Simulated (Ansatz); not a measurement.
Working through an equation of state with a fit of Sr3BiN, space group Pm-3m

With Ansatz's Python interface.

Notebook, run cell by cell (the value of a cell's last expression is shown):

**Cell 1**
```python
import warnings

import ansatz as az
import numpy as np
```

**Cell 2**
```python
config = {
    "xc": "r2SCAN",
    "ecut": 500,
    "occupations": "cold",
    "width_ev": 0.05,
    "mesh": (5, 5, 5),
}
```

**Cell 3**
```python
VECTORS = np.array([
    [5.23494, 0.0, 0.0],
    [0.0, 5.23494, 0.0],
    [0.0, 0.0, 5.23494],
])
SITES = [
    ("Sr", (0.5, 0.5, 0.0)),
    ("Sr", (0.0, 0.5, 0.5)),
    ("Sr", (0.5, 0.0, 0.5)),
    ("Bi", (0.0, 0.0, 0.0)),
    ("N", (0.5, 0.5, 0.5)),
]
```

**Cell 4**
```python
def make_crystal(cell):
    crystal = az.Crystal(lattice=az.Lattice.of(cell))
    for symbol, position in SITES:
        crystal = crystal.atom(symbol, position)
    return crystal
```

**Cell 5**
```python
warnings.simplefilter("ignore", az.DeckWarning)
```

**Cell 6**
```python
# uniform scaling of the cell
volumes, energies, pressures = [], [], []
for scale in np.linspace(0.94, 1.06, 7):
    cell = VECTORS * scale ** (1 / 3)
    setup = make_crystal(cell).calculation()
    setup = setup.functional(config["xc"]).pseudopotentials("paw")
    setup = setup.basis(config["ecut"])
    setup = setup.occupations(config["occupations"], width=config["width_ev"])
    setup = setup.kpoints(*config["mesh"])
    setup = setup.stress()
    rep = setup.run(threads=1).report
    volumes.append(abs(np.linalg.det(cell)) / len(SITES))
    energies.append(rep["free_energy_ev"] / len(SITES))
    pressures.append(np.trace(rep["stress_gpa"]) / 3)
    print(f"V = {volumes[-1]:8.4f} A^3/atom  F = {energies[-1]:.5f} eV/atom  P = {pressures[-1]:8.3f} GPa")
```
Output:
```text
V =  26.9707 A^3/atom  F = -4693.30168 eV/atom  P =    2.961 GPa
V =  27.5446 A^3/atom  F = -4693.31008 eV/atom  P =    1.753 GPa
V =  28.1184 A^3/atom  F = -4693.31438 eV/atom  P =    0.667 GPa
V =  28.6923 A^3/atom  F = -4693.31499 eV/atom  P =   -0.310 GPa
V =  29.2661 A^3/atom  F = -4693.31227 eV/atom  P =   -1.190 GPa
V =  29.8400 A^3/atom  F = -4693.30657 eV/atom  P =   -1.982 GPa
V =  30.4138 A^3/atom  F = -4693.29817 eV/atom  P =   -2.695 GPa
```

**Cell 7**
```python
# third-order Birch-Murnaghan: a cubic in V^(-2/3)
x = np.array(volumes) ** (-2 / 3)
poly = np.polynomial.Polynomial.fit(x, energies, 3).convert()
roots = poly.deriv().roots()
x0 = min((r.real for r in roots if abs(r.imag) < 1e-9 and poly.deriv(2)(r.real) > 0), key=lambda r: abs(r - x.mean()))
v0 = x0 ** -1.5
b0 = 4 / 9 * poly.deriv(2)(x0) * v0 ** (-7 / 3) * 160.21766
b1 = 4 + 2 / 3 * x0 * poly.deriv(3)(x0) / poly.deriv(2)(x0)
print(f"V0 = {v0:.4f} A^3/atom, B0 = {b0:.1f} GPa, dB/dP = {b1:.2f}")
```
Output:
```text
V0 = 28.5033 A^3/atom, B0 = 47.7 GPa, dB/dP = 4.24
```

A third-order Birch-Murnaghan fit through the 7 points has its minimum at 28.50 Å³ an atom, 0.7 % below the typed cell, with a bulk modulus of 48 GPa and dB/dP = 4.2. From that minimum the energy rises by 13.5 meV an atom on the compressed side and 17.0 meV on the expanded side.

Notes:
- Absolute energies stand on the zero of these potentials, so only differences at equal settings mean something.
- Pressure is positive in compression.
- Spin-orbit coupling, which matters for elements this heavy, is left out.
- This cell is a computed structure, which may not be the phase found in nature.
- Timing: 46 s on 1 thread of Arm Neoverse V2 (shared host), peak memory 0.74 GiB.
